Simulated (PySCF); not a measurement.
# C4H5ClOSi: the cost of one run

Computed with PySCF 2.14.0, with density-fitted response routines of our own, on a single molecule in the gas phase. Atoms are numbered from 0 throughout.

## (1) Starting geometry

12 atoms, charge 0, multiplicity 1; geometry from: GFN2-xTB. The atoms were then displaced at random by about 0.01 Å, so the start is not that level's minimum.

Bonds of the start (Å): C0–C1 1.35, C1–Si2 1.91, C1–C3 1.49, C3–Cl4 1.74, C3–C5 1.30, C5–O6 1.16, C0–H7 1.05, C0–H8 1.08, Si2–H9 1.48, Si2–H10 1.45, Si2–H11 1.46.

## (2) Optimising the geometry at PBE0-D3(BJ)/def2-SVP

What the job is given:

```
{"job": {"xc": "PBE0", "basis": "def2-SVP", "d3": "d3bj", "grid": 1, "shake": 0.01, "kind": "geom"}, "charge": 0, "multiplicity": 1}
C     -0.238280    -1.815020     0.053790
C     -0.029920    -0.481720     0.016700
Si    -1.412900     0.797630    -0.287700
C      1.339250     0.060670     0.214080
Cl     2.687750    -1.006100     0.499980
C      1.632480     1.326590     0.198560
O      1.964410     2.437470     0.189410
H      0.535520    -2.509270     0.217810
H     -1.252160    -2.171190    -0.082590
H     -1.501710     1.660090     0.909290
H     -2.648480     0.069800    -0.492390
H     -1.036260     1.602780    -1.445960
```

The run is started by

```
OMP_NUM_THREADS=1 python probes_run.py task.json out
```

This one command runs all jobs of the session in turn.

**Question.** How long does this first job take on 1 thread of Arm Neoverse V1, shared host, and how much memory does it need?

About 48 s, with a peak of 0.51 GiB.
